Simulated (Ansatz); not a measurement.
CsLaO3, space group Pm-3m, a comparison of functionals at one structure

Program: Ansatz's Python interface.

Notebook, run cell by cell (the value of a cell's last expression is shown):

```python
import warnings

import ansatz as az
```

```python
warnings.simplefilter("ignore", az.DeckWarning)
```

```python
system = (
    az.Lattice.of((4.76535, 0.0, 0.0), (0.0, 4.76535, 0.0), (0.0, 0.0, 4.76535))
    .atom("Cs", (0.0, 0.0, 0.0))
    .atom("La", (0.5, 0.5, 0.5))
    .atom("O", (0.5, 0.5, 0.0))
    .atom("O", (0.5, 0.0, 0.5))
    .atom("O", (0.0, 0.5, 0.5))
)
```

```python
system.resolved().tree()["lattice"]
```

    ((4.76535, 0.0, 0.0), (0.0, 4.76535, 0.0), (0.0, 0.0, 4.76535))

```python
calculation = (
    system.calculation()
    .basis(450)
    .kpoints(5, 5, 5)
    .occupations("Fermi-Dirac")
    .scf(tolerance=1e-09)
)
```

```python
rows = []
for value in ["blyp", "lda", "pbesol"]:
    rep = calculation.functional(value).run(threads=1, backend="cpu").report
    rows.append((value, rep["free_energy_ev"] / len(rep["lattice"]["sites"]), rep["n_iterations"], rep["n_kpoints"]))
```

```python
print("  functional   F/atom (eV)    iterations      k-points")
for row in rows:
    print(f"{str(row[0]):>12s}  {row[1]:12.5f}  {row[2]:12d}  {row[3]:12d}")
```

      functional   F/atom (eV)    iterations      k-points
            blyp   -2733.70670             8            10
             lda   -2649.57534             8            10
          pbesol   -2686.15834             8            10

Reading the output:
- BLYP can be off by several per cent in the lattices of metals, and by several GPa in the pressure at a fixed cell.
- The mesh is modest for a metal, so energies can be off by several to tens of meV an atom and pressures by half a GPa or more; differences at equal mesh fare better.
- The structure comes from a database of computed cells and needn't be a stable or known phase.
- Total energies of different functionals can't be compared; pressures, moments and gaps at this one structure can.
- Hardware and time: 9.3 s on 1 thread of Arm Neoverse V1 (shared host), peak memory 0.39 GiB.
